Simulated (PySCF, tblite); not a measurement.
# C₆H₇O₂ radical: geometry, infrared bands and EPR parameters

Wanted: the infrared bands and EPR parameters of C₆H₇O₂ radical (`C#CC(=O)O[CH]CC`), by calculation.

Computed with tblite 0.8.0 and PySCF 2.14.0, with density-fitted response routines of our own, on a single molecule in the gas phase. Atoms are numbered from 0 throughout.

## Step 1: The molecule as given

15 atoms, charge 0, multiplicity 2; geometry from: force field or distance geometry start.

Bonds of the start (Å): C0–C1 1.23, C1–C2 1.43, C2–O3 1.28, C2–O4 1.40, O4–C5 1.42, C5–C6 1.51, C6–C7 1.52, C0–H8 1.07, C5–H9 1.10, C6–H10 1.13, C6–H11 1.12, C7–H12 1.09, C7–H13 1.10, C7–H14 1.12.

## Step 2: Geometry optimisation with GFN2-xTB

The job: settings as JSON, then the geometry in Å.

```
{"job": {"kind": "relax", "xc": "GFN2-xTB", "basis": "xTB"}, "charge": 0, "multiplicity": 2}
C      3.845000    -1.261300     0.396300
C      2.953300    -0.429600     0.235600
C      1.937300     0.563200     0.069500
O      2.207300     1.753000    -0.304200
O      0.621600     0.154100     0.321700
C     -0.454000     1.073500     0.160000
C     -1.706700     0.295600     0.507100
C     -2.276100    -0.363200    -0.743900
H      4.615900    -1.981000     0.548400
H     -0.573400     1.405500    -0.881100
H     -2.488900     0.959700     0.971800
H     -1.445600    -0.529900     1.212700
H     -2.017400     0.206000    -1.634200
H     -3.370400    -0.436700    -0.637100
H     -1.852300    -1.400900    -0.761400
```

Launch:

```sh
OMP_NUM_THREADS=1 python probes_run.py task.json out
```

The driver reads the jobs from task.json and runs them one after another.

**Question.** This job is followed by: GFN2-xTB harmonic vibrations, gas phase; UKS B3LYP, pcH-1 on C H O, non-relativistic, mean-field spin-orbit, GIAO. What will the session give for the following? strongest single infrared mode (GFN2-xTB); zero-point energy (GFN2-xTB); g(iso) (B3LYP); ⟨S²⟩; largest a(iso) (averaged by class); potential on the surface of density 0.002 e/bohr³, 1st and 99th percentile.

As calculated:

| quantity | value |
| --- | --- |
| strongest single infrared mode (GFN2-xTB) | 1691 cm⁻¹, 516 km/mol |
| zero-point energy (GFN2-xTB) | 69.5 kcal/mol |
| g(iso) (B3LYP) | 2.00268 |
| ⟨S²⟩ | 0.755 (exact 0.75) |
| largest a(iso) (averaged by class) | 13C on C5, 85.7 MHz |
| potential on the surface of density 0.002 e/bohr³, 1st and 99th percentile | -1.61 V and 1.68 V |

What this shows: Relaxing lowered the energy by 1.124 eV in 124 steps; the close pair that moved most is O4–C5, from 1.424 to 1.330 Å. No mode is imaginary among the 39: a minimum at this level. The strongest single mode, at 1691 cm⁻¹, moves mainly C2 and O3. Unscaled tight-binding wavenumbers are off by several per cent, some by more. Its intensities can rank the bands wrongly. Most of the unpaired spin sits on C5 (0.87 e). The isotropic g lies 0.4 ppt above the free-electron value. These values are for one conformer; the search (at its own cheap level) found 2 more, at 0.05, 0.94 kcal/mol, and measured spectra average over such forms.
